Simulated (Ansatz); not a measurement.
# C6H19HfN3Se: basis-set convergence

How large a basis does C6H19HfN3Se need? Two functionals are run in growing sets.

Program: Ansatz 0.2.0, Gaussian basis. Level of theory: one geometry, several basis sets. These are calculated values, not measurements.

Levels to be run: PBE0-D4/def2-SVP; ωB97M-V/def2-SVP; PBE0-D4/def2-QZVPP; ωB97M-V/def2-QZVPP; the functionals' def2-TZVPP values are taken from earlier runs.

## 1. The geometry

The geometry comes from an earlier relaxation with PBE0-D4 in a triple-zeta def2 set; it is a stationary point, not always the lowest conformer. Hf takes the def2 core potential; no spin-orbit term is included.

SMILES `C[N](C)[Hf]([SeH])([N](C)C)[N](C)C`, 30 atoms, charge 0, spin multiplicity 1.

Atoms are counted from 1 here; the program's logs count them from 0.

Bond lengths: C1–N2 1.443 Å, C1–H12 1.100 Å, C1–H13 1.092 Å, C1–H14 1.100 Å, N2–C3 1.448 Å, N2–Hf4 2.039 Å, C3–H15 1.099 Å, C3–H16 1.100 Å, C3–H17 1.096 Å, Hf4–Se5 2.637 Å, Hf4–N6 2.032 Å, Hf4–N9 2.038 Å, Se5–H18 1.472 Å, N6–C7 1.449 Å, N6–C8 1.443 Å, C7–H19 1.100 Å, C7–H20 1.099 Å, C7–H21 1.097 Å and more. Angles: N2–C1–H12 111.5°, N2–C1–H13 110.8°, N2–C1–H14 111.7°, H12–C1–H13 107.6°, H12–C1–H14 107.1°, H13–C1–H14 108.0°, C1–N2–C3 111.8°, C1–N2–Hf4 129.2°, C3–N2–Hf4 118.9°, N2–C3–H15 111.7°, N2–C3–H16 111.6°, N2–C3–H17 111.1°, H15–C3–H16 107.7°, H15–C3–H17 106.8°, H16–C3–H17 107.7°, N2–Hf4–Se5 110.9°, N2–Hf4–N6 109.2°, N2–Hf4–N9 108.3° and more.

## 2. PBE0-D4 in def2-SVP

The input, in.yaml:

```yaml
crystal:
  periodic: [false, false, false]
  atoms:
    - {symbol: C, position_ang: [1.968126, 1.427717, 1.493828]}
    - {symbol: N, position_ang: [0.587574, 1.440973, 1.074348]}
    - {symbol: C, position_ang: [-0.191012, 2.410777, 1.815983]}
    - {symbol: Hf, position_ang: [-0.322397, 0.366779, -0.400182]}
    - {symbol: Se, position_ang: [-1.607304, 1.957174, -2.065773]}
    - {symbol: N, position_ang: [-1.753067, -0.818489, 0.422087]}
    - {symbol: C, position_ang: [-2.455733, -1.729145, -0.458993]}
    - {symbol: C, position_ang: [-2.219453, -0.913398, 1.784092]}
    - {symbol: N, position_ang: [1.096024, -0.747655, -1.348722]}
    - {symbol: C, position_ang: [1.188579, -2.172390, -1.550068]}
    - {symbol: C, position_ang: [2.170736, -0.035964, -2.006699]}
    - {symbol: H, position_ang: [2.062551, 1.170428, 2.558949]}
    - {symbol: H, position_ang: [2.538719, 0.690542, 0.924255]}
    - {symbol: H, position_ang: [2.444741, 2.409485, 1.354198]}
    - {symbol: H, position_ang: [0.204891, 3.428788, 1.693017]}
    - {symbol: H, position_ang: [-0.202412, 2.183774, 2.892162]}
    - {symbol: H, position_ang: [-1.230694, 2.430206, 1.469281]}
    - {symbol: H, position_ang: [-0.342921, 2.454790, -2.631096]}
    - {symbol: H, position_ang: [-2.307073, -2.777874, -0.163735]}
    - {symbol: H, position_ang: [-3.536483, -1.532278, -0.465260]}
    - {symbol: H, position_ang: [-2.106798, -1.624453, -1.494251]}
    - {symbol: H, position_ang: [-3.291171, -0.680196, 1.860545]}
    - {symbol: H, position_ang: [-1.675070, -0.218615, 2.427301]}
    - {symbol: H, position_ang: [-2.076153, -1.925706, 2.188835]}
    - {symbol: H, position_ang: [1.144224, -2.436605, -2.616875]}
    - {symbol: H, position_ang: [0.371357, -2.689297, -1.041522]}
    - {symbol: H, position_ang: [2.132488, -2.574309, -1.153819]}
    - {symbol: H, position_ang: [2.164414, -0.197223, -3.093836]}
    - {symbol: H, position_ang: [2.087600, 1.046527, -1.841199]}
    - {symbol: H, position_ang: [3.155736, -0.344383, -1.626862]}
basis:
  gaussian: {orbitals: def2-SVP}
hamiltonian: {xc: pbe0, dispersion: d4}
output: {orbitals: {seedname: orbitals}}
```

Command:

```console
> ansatz run in.yaml --threads 11 --pin off --events-out ev --progress --plain --max-ram 174080MiB --backend cuda --devices 0, --max-vram 75GiB
```

The runs that follow: ωB97M-V in def2-SVP; PBE0-D4 in def2-QZVPP; ωB97M-V in def2-QZVPP.

Before running them: what should the planned runs give, taken together? Wanted: PBE0-D4: double and triple zeta above quadruple; ωB97M-V: double and triple zeta above quadruple.

**Answer**, as computed:

| quantity | value |
| --- | --- |
| PBE0-D4: double and triple zeta above quadruple | 22.45, 2.02 eV |
| ωB97M-V: double and triple zeta above quadruple | 23.05, 1.96 eV |

**Reading.** PBE0-D4 gains 20.44 eV from double to triple zeta, then 2.02 eV more. Total energies overstate the basis error of differences, where much of it tends to cancel. The LUMO of ωB97M-V is positive and keeps falling with the basis (1.73 to 0.89 eV): an unbound level that the basis holds in place.
